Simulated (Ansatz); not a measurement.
# Hf2(OH)8 (Hf2H8O8): one molecule under many settings

How do the results and run time of Hf2(OH)8 (Hf2H8O8) respond when the settings are drawn wide?

The runs use Ansatz 0.2.0, Gaussian basis; the settings change from run to run.

1 further run of the same task is left out (it didn't finish). Runs told in other sessions of the task aren't counted.

## Step 1: The molecule

The geometry comes from an earlier relaxation with PBE-D4/def2-SVP; it is a stationary point, not always the lowest conformer. Hf takes a core potential in def2 sets; no spin-orbit term is included.

18 atoms, charge 0, spin multiplicity 1.

Atoms are counted from 1 here; the program's logs count them from 0.

Bond lengths: Hf1–O2 1.978 Å, Hf1–O3 1.955 Å, Hf1–O4 1.950 Å, Hf1–O5 2.191 Å, Hf1–O10 2.177 Å, O2–H11 0.969 Å, O3–H12 0.964 Å, O4–H13 0.967 Å, O5–Hf6 2.186 Å, O5–H14 0.972 Å, Hf6–O7 1.954 Å, Hf6–O8 1.977 Å, Hf6–O9 1.949 Å, Hf6–O10 2.183 Å, O7–H15 0.963 Å, O8–H16 0.969 Å, O9–H17 0.966 Å, O10–H18 0.974 Å. Angles: O2–Hf1–O3 99.2°, O2–Hf1–O4 109.5°, O2–Hf1–O5 135.8°, O2–Hf1–O10 84.3°, O3–Hf1–O4 105.8°, O3–Hf1–O5 89.2°, O3–Hf1–O10 146.6°, O4–Hf1–O5 109.7°, O4–Hf1–O10 104.2°, O5–Hf1–O10 66.9°, Hf1–O2–H11 134.0°, Hf1–O3–H12 168.9°, Hf1–O4–H13 145.7°, Hf1–O5–Hf6 112.8°, Hf1–O5–H14 123.7°, Hf6–O5–H14 123.3°, O5–Hf6–O7 89.0°, O5–Hf6–O8 133.6° and more.

## Step 2: HSE06/def2-TZVP

Options: charge -1, multiplicity 2, D3(BJ) dispersion.

The input, in.yaml:

```yaml
crystal:
  periodic: [false, false, false]
  atoms:
    - {symbol: Hf, position_ang: [-0.603440, 1.476636, 0.894471]}
    - {symbol: O, position_ang: [0.936133, 2.556856, 1.507127]}
    - {symbol: O, position_ang: [-1.562677, 2.845822, -0.118380]}
    - {symbol: O, position_ang: [-1.743921, 1.047180, 2.416253]}
    - {symbol: O, position_ang: [-0.977141, 0.056124, -0.731070]}
    - {symbol: Hf, position_ang: [0.477704, -1.574496, -0.782723]}
    - {symbol: O, position_ang: [0.020372, -1.879473, -2.657738]}
    - {symbol: O, position_ang: [2.448096, -1.640641, -0.923429]}
    - {symbol: O, position_ang: [-0.173215, -3.142919, 0.173244]}
    - {symbol: O, position_ang: [0.839520, -0.151715, 0.833008]}
    - {symbol: H, position_ang: [1.120892, 3.507597, 1.540559]}
    - {symbol: H, position_ang: [-1.897283, 3.499680, -0.742086]}
    - {symbol: H, position_ang: [-1.864023, 1.128763, 3.371977]}
    - {symbol: H, position_ang: [-1.679885, 0.165897, -1.392894]}
    - {symbol: H, position_ang: [-0.171929, -1.925558, -3.600576]}
    - {symbol: H, position_ang: [3.062145, -1.939970, -1.610890]}
    - {symbol: H, position_ang: [0.045538, -3.984361, 0.595313]}
    - {symbol: H, position_ang: [1.723117, -0.045431, 1.227835]}
basis:
  gaussian: {orbitals: def2-TZVP}
total_charge: -1
magnetization: {spin_polarized: true, initial_magnetization: 1}
hamiltonian: {xc: {name: HSE06}, dispersion: d3bj}
```

Launch:

```sh
$ ansatz run in.yaml --threads 2 --pin off --events-out ev --progress --plain --max-ram 20480MiB --backend cuda --devices 0, --max-vram 18GiB
```

Output:

```text
Functional definition: HSE06
  name "HSE06"
  cite "Heyd, Scuseria & Ernzerhof, J. Chem. Phys. 118, 8207 (2003) doi:10.1063/1.1564060"
  cite "Krukau, Vydrov, Izmaylov & Scuseria, J. Chem. Phys. 125, 224106 (2006) doi:10.1063/1.2404663"
  cite "Heyd & Scuseria, J. Chem. Phys. 120, 7274 (2004) doi:10.1063/1.1668634"
  cite "Ernzerhof & Perdew, J. Chem. Phys. 109, 3313 (1998) doi:10.1063/1.476928"
  cite "Perdew, Burke & Ernzerhof, Phys. Rev. Lett. 77, 3865 (1996) doi:10.1103/PhysRevLett.77.3865"
  parent pbe
  parameter a = 0.25
  parameter omega = 0.11/bohr
  # The whole range is PBE's own exchange, as in plane waves. The composition of these papers is wPBEh.
  exchange = pbe_x - a*pbe_x_sr(omega) + a*exact_x_sr(omega)
  correlation = pbe_c
2346 factors; their error is unknown
170 factors; integrals over basis functions are off by at most 2.5e-7 eV
mean field evaluation 1: about -19095.3728 eV, gradient 9.3e1 eV
mean field evaluation 2: about -18998.8921 eV, gradient 1.9e2 eV
mean field evaluation 4: about -19122.7305 eV, gradient 1.2e1 eV
mean field evaluation 8: about -19123.3181 eV, gradient 2.1e-1 eV
mean field evaluation 16: about -19123.3750 eV, gradient 4.4e-3 eV
mean field evaluation 32: about -19123.2709 eV, gradient 3.7e0 eV
mean field -19123.37504876 eV, -702.7710707528 hartree, gradient 4.5e-5 eV, S^2 0.750536; 2 other end points of the search recorded, 0 dependent functions left out
reference -19123.37515128 eV, -702.7710745202 hartree; 49, 48 occupied and 327, 328 virtual orbitals, 2346 factors
Total energy: -19123.72049827 eV, -702.7837657881 hartree
```

It took 9 s on 1 × H100 (card shared with other runs) with 2 threads of AMD EPYC 7R13, shared host; peak host memory 1.2 GiB.

⟨S²⟩ 0.751.

## Step 3: revPBE/def2-mTZVP

Options: atoms shaken by 0.08 Å, D4 dispersion.

The input, in.yaml:

```yaml
crystal:
  periodic: [false, false, false]
  atoms:
    - {symbol: Hf, position_ang: [-0.698032, 1.626624, 0.902255]}
    - {symbol: O, position_ang: [1.024245, 2.546605, 1.509755]}
    - {symbol: O, position_ang: [-1.445756, 2.858330, -0.265137]}
    - {symbol: O, position_ang: [-1.712380, 1.030806, 2.377611]}
    - {symbol: O, position_ang: [-0.882814, 0.011961, -0.600271]}
    - {symbol: Hf, position_ang: [0.418837, -1.543355, -0.840995]}
    - {symbol: O, position_ang: [0.098865, -1.833672, -2.577793]}
    - {symbol: O, position_ang: [2.470159, -1.506406, -0.932636]}
    - {symbol: O, position_ang: [-0.261167, -3.081868, 0.215305]}
    - {symbol: O, position_ang: [0.877967, -0.088795, 0.805402]}
    - {symbol: H, position_ang: [1.162191, 3.622076, 1.419070]}
    - {symbol: H, position_ang: [-1.898008, 3.508083, -0.824639]}
    - {symbol: H, position_ang: [-1.989798, 1.174898, 3.412918]}
    - {symbol: H, position_ang: [-1.665090, 0.253490, -1.357895]}
    - {symbol: H, position_ang: [-0.179724, -1.904979, -3.541132]}
    - {symbol: H, position_ang: [3.043228, -1.998322, -1.554082]}
    - {symbol: H, position_ang: [0.071013, -4.094349, 0.561686]}
    - {symbol: H, position_ang: [1.710308, -0.037366, 1.278169]}
basis:
  gaussian: {orbitals: def2-mTZVP}
hamiltonian: {xc: {name: revPBE}, dispersion: d4}
scf: {omitted_lower_state_checks: [starts]}
output: {forces: true}
```

The command is unchanged.

Output, shortened:

```text
Functional definition: revPBE
  name "revPBE"
  cite "Zhang & Yang, Phys. Rev. Lett. 80, 890 (1998) doi:10.1103/PhysRevLett.80.890"
  cite "Perdew, Burke & Ernzerhof, Phys. Rev. Lett. 77, 3865 (1996) doi:10.1103/PhysRevLett.77.3865"
[...]
2224 factors; their error is unknown
[...]
mean field -19135.50004665 eV, -703.2166562068 hartree, gradient 5.2e-5 eV, S^2 0.000000; 0 other end points of the search recorded, 0 dependent functions left out
[...]
reference -19135.50012704 eV, -703.2166591610 hartree; 48, 48 occupied and 240, 240 virtual orbitals, 2224 factors
Total energy: -19136.56289193 eV, -703.2557150504 hartree
Atom 0 at    -0.698032     1.626624     0.902255 Å, force     4.837311    -2.783685     0.447093 eV/Å
Atom 1 at     1.024245     2.546605     1.509755 Å, force    -0.277629     3.751605    -0.359228 eV/Å
[...]
Atom 9 at     0.877967    -0.088795     0.805402 Å, force    -1.126613     0.301126    -0.040572 eV/Å
Atom 10 at     1.162191     3.622076     1.419070 Å, force    -0.563730    -3.729928     0.304567 eV/Å
Atom 11 at    -1.898008     3.508083    -0.824639 Å, force     0.051856    -0.108174     0.130942 eV/Å
Atom 12 at    -1.989798     1.174898     3.412918 Å, force     1.033866    -0.507972    -3.790728 eV/Å
Atom 13 at    -1.665090     0.253490    -1.357895 Å, force     2.933003    -1.057896     2.777566 eV/Å
Atom 14 at    -0.179724    -1.904979    -3.541132 Å, force     0.546746     0.095393     1.624075 eV/Å
Atom 15 at     3.043228    -1.998322    -1.554082 Å, force    -0.327035     0.149323     0.102182 eV/Å
Atom 16 at     0.071013    -4.094349     0.561686 Å, force    -1.269027     4.247903    -1.541037 eV/Å
Atom 17 at     1.710308    -0.037366     1.278169 Å, force     0.610404     0.132173     0.181765 eV/Å
Dipole moment:    -0.759629     0.440428    -0.555482 e Å
Checks for a lower state left out: starts
```

Wall time 2.8 s (1 × H100 (card shared with other runs) with 2 threads of AMD EPYC 7R13, shared host); peak host memory 0.87 GiB.

Largest force 7.466 eV/Å, dipole 4.99 D.

## Step 4: r2SCAN/def2-TZVP

Options: unrestricted orbitals, atoms shaken by 0.15 Å, rVV10 dispersion.

The input, in.yaml:

```yaml
crystal:
  periodic: [false, false, false]
  atoms:
    - {symbol: Hf, position_ang: [-0.487963, 1.642266, 0.861270]}
    - {symbol: O, position_ang: [0.909514, 2.629110, 1.479727]}
    - {symbol: O, position_ang: [-1.723173, 2.885544, -0.109450]}
    - {symbol: O, position_ang: [-1.537979, 0.973892, 2.176970]}
    - {symbol: O, position_ang: [-0.823487, 0.436155, -0.831757]}
    - {symbol: Hf, position_ang: [0.443175, -1.556722, -0.699259]}
    - {symbol: O, position_ang: [0.092358, -1.623103, -2.387310]}
    - {symbol: O, position_ang: [2.362443, -1.664268, -0.871640]}
    - {symbol: O, position_ang: [-0.378610, -3.185575, 0.137396]}
    - {symbol: O, position_ang: [0.738735, -0.212032, 0.771753]}
    - {symbol: H, position_ang: [1.295800, 3.569905, 1.710039]}
    - {symbol: H, position_ang: [-2.069003, 3.580919, -0.593414]}
    - {symbol: H, position_ang: [-1.875233, 1.051751, 3.244148]}
    - {symbol: H, position_ang: [-1.787498, -0.060554, -1.353068]}
    - {symbol: H, position_ang: [-0.085530, -2.028164, -3.778329]}
    - {symbol: H, position_ang: [2.807912, -1.942471, -1.682662]}
    - {symbol: H, position_ang: [0.054617, -3.921200, 0.683139]}
    - {symbol: H, position_ang: [1.955123, 0.159664, 1.133165]}
basis:
  gaussian: {orbitals: def2-TZVP}
magnetization: {spin_polarized: true, initial_magnetization: 0}
hamiltonian: {xc: {name: r2SCAN}, dispersion: rvv10}
scf: {omitted_lower_state_checks: [starts]}
output: {forces: true}
```

Same command.

Output, shortened:

```text
Functional definition: r2SCAN+rVV10
  name "r2SCAN+rVV10"
  cite "Furness, Kaplan, Ning, Perdew & Sun, J. Phys. Chem. Lett. 11, 8208 (2020) doi:10.1021/acs.jpclett.0c02405"
  cite "Furness, Kaplan, Ning, Perdew & Sun, J. Phys. Chem. Lett. 11, 9248 (2020) doi:10.1021/acs.jpclett.0c03077"
  cite "Vydrov & Van Voorhis, J. Chem. Phys. 133, 244103 (2010) doi:10.1063/1.3521275"
  cite "Sabatini, Gorni & de Gironcoli, Phys. Rev. B 87, 041108(R) (2013) doi:10.1103/PhysRevB.87.041108"
  cite "Ning et al., Phys. Rev. B 106, 075422 (2022) doi:10.1103/PhysRevB.106.075422"
  parent "r2scan"
[...]
2250 factors; their error is unknown
[...]
mean field -19125.09822541 eV, -702.8343963267 hartree, gradient 6.7e-5 eV, S^2 0.000000; 0 other end points of the search recorded, 0 dependent functions left out
[...]
Atom 9 at     0.738735    -0.212032     0.771753 Å, force     6.390970     3.605226     3.695358 eV/Å
Atom 10 at     1.295800     3.569905     1.710039 Å, force    -1.113977    -3.216054    -0.763391 eV/Å
Atom 11 at    -2.069003     3.580919    -0.593414 Å, force    -0.860541     1.766611    -1.236970 eV/Å
Atom 12 at    -1.875233     1.051751     3.244148 Å, force     1.521931    -0.433293    -4.973333 eV/Å
Atom 13 at    -1.787498    -0.060554    -1.353068 Å, force     4.325753     2.977537     2.418975 eV/Å
Atom 14 at    -0.085530    -2.028164    -3.778329 Å, force     0.665783     1.793339     5.700900 eV/Å
Atom 15 at     2.807912    -1.942471    -1.682662 Å, force    -0.080536     0.117357     0.324131 eV/Å
Atom 16 at     0.054617    -3.921200     0.683139 Å, force    -1.087740     1.762854    -1.276889 eV/Å
Atom 17 at     1.955123     0.159664     1.133165 Å, force    -5.372116    -1.941700    -1.573081 eV/Å
Dipole moment:     0.311875     0.170061    -0.182838 e Å
Checks for a lower state left out: starts
```

It took 9.5 s on 1 × H100 (card shared with other runs) with 2 threads of AMD EPYC 7R13, shared host; peak host memory 1.2 GiB.

Largest force 14.528 eV/Å, dipole 1.92 D, ⟨S²⟩ 0.000.

## Step 5: HF/def2-mTZVP

Options: the search for lower states set to off.

The input, in.yaml:

```yaml
crystal:
  periodic: [false, false, false]
  atoms:
    - {symbol: Hf, position_ang: [-0.603440, 1.476636, 0.894471]}
    - {symbol: O, position_ang: [0.936133, 2.556856, 1.507127]}
    - {symbol: O, position_ang: [-1.562677, 2.845822, -0.118380]}
    - {symbol: O, position_ang: [-1.743921, 1.047180, 2.416253]}
    - {symbol: O, position_ang: [-0.977141, 0.056124, -0.731070]}
    - {symbol: Hf, position_ang: [0.477704, -1.574496, -0.782723]}
    - {symbol: O, position_ang: [0.020372, -1.879473, -2.657738]}
    - {symbol: O, position_ang: [2.448096, -1.640641, -0.923429]}
    - {symbol: O, position_ang: [-0.173215, -3.142919, 0.173244]}
    - {symbol: O, position_ang: [0.839520, -0.151715, 0.833008]}
    - {symbol: H, position_ang: [1.120892, 3.507597, 1.540559]}
    - {symbol: H, position_ang: [-1.897283, 3.499680, -0.742086]}
    - {symbol: H, position_ang: [-1.864023, 1.128763, 3.371977]}
    - {symbol: H, position_ang: [-1.679885, 0.165897, -1.392894]}
    - {symbol: H, position_ang: [-0.171929, -1.925558, -3.600576]}
    - {symbol: H, position_ang: [3.062145, -1.939970, -1.610890]}
    - {symbol: H, position_ang: [0.045538, -3.984361, 0.595313]}
    - {symbol: H, position_ang: [1.723117, -0.045431, 1.227835]}
basis:
  gaussian: {orbitals: def2-mTZVP}
hamiltonian: {xc: {name: HF}}
scf: {lower_state_search: off}
```

Same command.

Output:

```text
Functional definition: HF
  name "HF"
  cite "Fock, Z. Phys. 61, 126 (1930) doi:10.1007/BF01340294"
  parent pbe
  exchange = exact_x
  correlation = 0
these checks for a lower state are left out or cut short: stability, starts, cluster_reference, orbital_swaps, neighbouring_geometries, increment
2910 factors; their error is unknown
mean field evaluation 1: about -19010.4743 eV, gradient 1.0e2 eV
mean field evaluation 2: about -19019.4224 eV, gradient 7.5e1 eV
mean field evaluation 4: about -19028.0871 eV, gradient 1.7e0 eV
mean field evaluation 8: about -19028.0941 eV, gradient 2.7e-2 eV
mean field -19028.40725636 eV, -699.2810687535 hartree, gradient 3.0e-6 eV, S^2 0.000000; 0 other end points of the search recorded, 0 dependent functions left out
reference -19028.40725636 eV, -699.2810687535 hartree; 48, 48 occupied and 240, 240 virtual orbitals, 2910 factors
Total energy: -19028.40725636 eV, -699.2810687535 hartree
Checks for a lower state left out: stability, starts, cluster_reference, orbital_swaps, neighbouring_geometries, increment
```

It took 2.6 s on 1 × H100 (card shared with other runs) with 2 threads of AMD EPYC 7R13, shared host; peak host memory 0.89 GiB.

## Step 6: The runs in one table

| level | charge | multiplicity | geometry | functions | energy (eV) | time |
| --- | --- | --- | --- | --- | --- | --- |
| HSE06/def2-TZVP | -1 | 2 | relaxed | 376 | -19123.720 | 9 s |
| revPBE/def2-mTZVP | 0 | 1 | shaken | 288 | -19136.563 | 2.8 s |
| r2SCAN/def2-TZVP | 0 | 1 | shaken | 376 | -19125.098 | 9.5 s |
| HF/def2-mTZVP | 0 | 1 | relaxed | 288 | -19028.407 | 2.6 s |

## Step 7: Results

| quantity | value |
| --- | --- |
| runs | 4 |
| quickest | HF/def2-mTZVP, 2.6 s |
| slowest | r2SCAN/def2-TZVP, 9.5 s |

The runs differ in state or geometry as well as level, so their energies can't be set against each other. Run time spans a factor of 4, from HF/def2-mTZVP to r2SCAN/def2-TZVP. The jobs differ in tasks and options as well as level.
